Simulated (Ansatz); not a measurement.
Predict the output of the script below (Ansatz's Python interface).

`bh7ssi2_methods.py`:
```python
import ansatz as az
from ase import Atoms

SETTINGS = {
    'basis_set': 'cc-pVDZ',
}

atoms = Atoms(['B', 'Si', 'S', 'Si', 'H', 'H', 'H', 'H', 'H', 'H', 'H'], positions=[
    (-0.9296, 1.5568, -0.6232),
    (0.8356, 0.9695, -0.3726),
    (0.9697, -0.0488, 1.4989),
    (0.0391, -1.7824, 0.7974),
    (-1.2572, 2.1924, -1.6314),
    (-1.8031, 1.3959, 0.1792),
    (1.769, 2.1348, -0.3615),
    (1.2629, 0.094, -1.4799),
    (0.6929, -2.3527, -0.2998),
    (-1.3967, -1.4275, 0.4126),
    (-0.1173, -2.789, 1.901),
])
mol = az.Crystal.molecule_from_ase(atoms)

calc = mol.calculation().basis(gaussian=SETTINGS['basis_set'])

methods = ['mp2', 'ccsd', 'ccsd_t']
reports = [calc.correlation(m).run().report for m in methods]
print(f'Hartree-Fock reference {reports[0]["reference_energy_ev"] / 27.211386246:.6f} Ha')
best = reports[-1]['free_energy_ev'] - reports[-1]['reference_energy_ev']
for method, each in zip(methods, reports):
    gained = each['free_energy_ev'] - each['reference_energy_ev']
    print(f'{method:8s} total {each["free_energy_ev"] / 27.211386246:.6f} Ha  correlation {gained:9.4f} eV  ({100 * gained / best:.1f} % of the last)')
```

Output of `python bh7ssi2_methods.py`:
```text
Hartree-Fock reference -1004.146390 Ha
mp2      total -1004.564280 Ha  correlation  -11.3714 eV  (83.1 % of the last)
ccsd     total -1004.636021 Ha  correlation  -13.3235 eV  (97.3 % of the last)
ccsd_t   total -1004.649408 Ha  correlation  -13.6878 eV  (100.0 % of the last)
```

Reading the output:
- The settings weren't tested for convergence.
- The geometry is a force-field or estimated start, not a minimum of this method, and the basis set is short of its limit. A lower total doesn't mark the better method: functionals have no common bound, and MP2 and coupled cluster aren't variational.
- Inner cores stay frozen, so this is valence correlation.
- For Al to Cl the sets with a tight d function, cc-pV(X+d)Z, are usual.
- The whole script took 15 s on 1 thread of Arm Neoverse V2 (shared host), peak memory 0.45 GiB.
